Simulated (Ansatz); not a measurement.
# Cu: how the settings move a relaxation

Aim: see which settings change the result for Cu, by how much, and at what cost.

Method: reference: DFT, PBEsol, PAW with Ansatz's default frozen-core files, scalar-relativistic; relaxation of cell and atoms, in Ansatz 0.2.0.

### 1 Starting point

Symmetry: P6_3/mmc, No. 194, hexagonal system. Conventional cell: a = 2.534 Å, b = 2.534 Å, c = 4.113 Å, α = 90.00°, β = 90.00°, γ = 120.00°. Around Cu (site symmetry -6m2) lie 12 Cu at 2.52 to 2.53 Å.

As a file:

```xyz
2
Lattice="2.5341 0.0000 0.0000 -1.2670 2.1946 0.0000 0.0000 0.0000 4.1126" Properties=species:S:1:pos:R:3 pbc="T T T"
Cu    0.0000    1.4631    1.0281
Cu    1.2670    0.7315    3.0844
```

### 2 The reference run

Input file input.yaml:

```yaml
crystal:
  lattice:
    - [2.5340966698, 0.0, 0.0]
    - [-1.2670483349, 2.1945920917, 0.0]
    - [0.0, 0.0, 4.112571]
  atoms:
    - { symbol: Cu, position: [0.333333333333, 0.666666666667, 0.25] }
    - { symbol: Cu, position: [0.666666666667, 0.333333333333, 0.75] }
kpoints:
  mp_grid: { grid: [18, 18, 10] }
scf:
  occupations: { method: fermi_dirac, width: 0.05 }
hamiltonian:
  xc: pbesol
  pseudopotentials: { kind: paw }
relax:
  f_tol: 0.002
  max_steps: 80
  cell: {}
output:
  forces: true
  stress: true
```

Launch:

```sh
$ ansatz run input.yaml --threads 1 --pin off --max-ram 2560MiB --backend cpu --events-out ev --progress --plain --runs-dir out
```

### 3 Again, with xc r2scan

Edit input.yaml of step 2 so:

```diff
@@ -13,3 +13,3 @@
 hamiltonian:
-  xc: pbesol
+  xc: r2scan
   pseudopotentials: { kind: paw }
```

Before running it: what results should come out? Wanted: for each run, ending; energy change; pressure; gap; force.

As calculated:

```tsv
run	ending	energy change	pressure (GPa)	gap (eV)	force (eV/Å)	cycles	time
reference	converged	-	0.0	0.00	0.00	32	21 s
1: xc r2scan	converged	not comparable	0.0	0.00	0.00	28	49 s
```

What this shows: Total energies don't compare across a change of functional; the final volume goes from 22.65 to 22.91 Å³. Cost: 28 SCF cycles against 32, 49 s against 21 s.
